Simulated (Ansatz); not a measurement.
**HF/3-21G run of BSiH4OF (SMILES FBO[SiH3])**

What is the vertical singlet–triplet gap of BSiH4OF at HF/3-21G? 

The calculation is run with Ansatz 0.2.0.

67 further runs of the same task are left out: 67 set aside as unsound or not needed.

### Step 1. The molecule

BSiH4OF: 8 atoms, total charge 0, spin state singlet. As SMILES, `FBO[SiH3]`. The shape is that of a PBE0-D4/def2-TZVP optimisation. This is one conformer, not always the lowest.

Bond lengths: F1–B2 1.324 Å, B2–O3 1.342 Å, O3–Si4 1.655 Å, B2–H5 1.198 Å, Si4–H6 1.481 Å, Si4–H7 1.485 Å, Si4–H8 1.481 Å. Angles: F1–B2–O3 118.3°, B2–O3–Si4 134.0°, F1–B2–H5 118.6°, O3–B2–H5 123.1°, O3–Si4–H6 108.0°, O3–Si4–H7 110.1°, O3–Si4–H8 108.0°, H6–Si4–H7 110.3°, H6–Si4–H8 110.2°, H7–Si4–H8 110.3°.

### Step 2. A single-point energy at HF/3-21G

run.yaml reads:

```yaml
crystal:
  periodic: [false, false, false]
  atoms:
    - {symbol: F, position_ang: [-1.599400, -1.699200, 1.426100]}
    - {symbol: B, position_ang: [-0.685400, -0.787600, 1.133000]}
    - {symbol: O, position_ang: [-0.487500, -0.477100, -0.157600]}
    - {symbol: Si, position_ang: [0.521000, 0.572800, -0.945400]}
    - {symbol: H, position_ang: [-0.075300, -0.278500, 2.029800]}
    - {symbol: H, position_ang: [-0.317100, 1.531000, -1.702400]}
    - {symbol: H, position_ang: [1.370700, 1.295700, 0.034600]}
    - {symbol: H, position_ang: [1.365000, -0.214300, -1.873700]}
basis:
  gaussian:
    orbitals: 3-21G.json
hamiltonian:
  xc: hf
accuracy: high
output:
  orbitals: {seedname: orbitals}
```

The basis set 3-21G is read from a file made from the Basis Set Exchange's data (not shown).

Run with:

```
$ ansatz run run.yaml --threads 1 --pin off --max-ram 3480MiB --events-out events.jsonl --progress --plain --runs-dir runs
```

The log of the run:

```text
Warning: RAYON_NUM_THREADS=1 ignored (pool sized by the plan → 1); use --threads N
Functional definition: HF
  name "HF"
  exchange = exact_x
  correlation = 0
1080 factors; integrals over basis functions are off by at most 7.5e-9 eV
mean field evaluation 1: about -13270.2579 eV, gradient 3.3e1 eV
mean field evaluation 2: about -13270.5527 eV, gradient 3.4e1 eV
mean field evaluation 4: about -13272.8667 eV, gradient 2.1e0 eV
mean field evaluation 8: about -13272.8976 eV, gradient 1.6e-1 eV
mean field evaluation 16: about -13272.8976 eV, gradient 3.7e-8 eV
mean field -13272.89763706 eV, -487.7699914688 hartree, gradient 3.7e-8 eV, S^2 0.000000; 0 other end points of the search recorded, 0 dependent functions left out
reference -13272.89763706 eV, -487.7699914688 hartree; 20, 20 occupied and 28, 28 virtual orbitals, 1080 factors
Total energy: -13272.89763706 eV, -487.7699914688 hartree
```

Run time: 0.5 s. Hardware: 1 thread of Arm Neoverse V1, shared host; peak memory 0.099 GiB.

### Step 3. The triplet at the same level

in.yaml reads:

```yaml
basis:
  gaussian:
    orbitals: 3-21G.json
crystal:
  periodic: [false, false, false]
  atoms:
    - {symbol: F, position_ang: [-1.599400, -1.699200, 1.426100]}
    - {symbol: B, position_ang: [-0.685400, -0.787600, 1.133000]}
    - {symbol: O, position_ang: [-0.487500, -0.477100, -0.157600]}
    - {symbol: Si, position_ang: [0.521000, 0.572800, -0.945400]}
    - {symbol: H, position_ang: [-0.075300, -0.278500, 2.029800]}
    - {symbol: H, position_ang: [-0.317100, 1.531000, -1.702400]}
    - {symbol: H, position_ang: [1.370700, 1.295700, 0.034600]}
    - {symbol: H, position_ang: [1.365000, -0.214300, -1.873700]}
total_charge: 0
output: {orbitals: {seedname: orbitals}}
accuracy: high
magnetization:
  spin_polarized: true
  initial_magnetization: 2
hamiltonian:
  xc: hf
```

The basis set 3-21G is read from a file made from the Basis Set Exchange's data (not shown).

Run with:

```
$ ansatz run in.yaml --threads 1 --pin off --max-ram 3480MiB --events-out events.jsonl --progress --plain --runs-dir runs
```

The log of the run (excerpt; [...] marks lines left out):

```text
Warning: RAYON_NUM_THREADS=1 ignored (pool sized by the plan → 1); use --threads N
[... 2 set-up lines as earlier in the session ...]
[...]
1080 factors; integrals over basis functions are off by at most 7.5e-9 eV
[...]
mean field -13264.76172116 eV, -487.4710020742 hartree, gradient 5.4e-8 eV, S^2 2.012639; 8 other end points of the search recorded, 0 dependent functions left out
reference -13264.76172116 eV, -487.4710020742 hartree; 21, 19 occupied and 27, 29 virtual orbitals, 1080 factors
Total energy: -13264.76172116 eV, -487.4710020742 hartree
```

Run time: 6.6 s. Hardware: 1 thread of Arm Neoverse V1, shared host; peak memory 0.13 GiB.

### Step 4. What came out

At HF/3-21G:

| quantity | value |
| --- | --- |
| singlet: total energy | -487.76999 Eh |
| singlet: HOMO energy | -12.91 eV |
| singlet: LUMO energy | 3.98 eV |
| singlet: HOMO–LUMO gap | 16.89 eV |
| triplet: total energy | -487.47100 Eh |
| triplet: HOMO energy (highest over α and β) | -3.97 eV |
| triplet: LUMO energy (lowest over α and β) | -2.03 eV |
| triplet: ⟨S²⟩ | 2.013 |
| vertical energy of the triplet above the singlet | 8.136 eV |

At this shape the triplet lies 8.14 eV (188 kcal/mol) above the singlet.
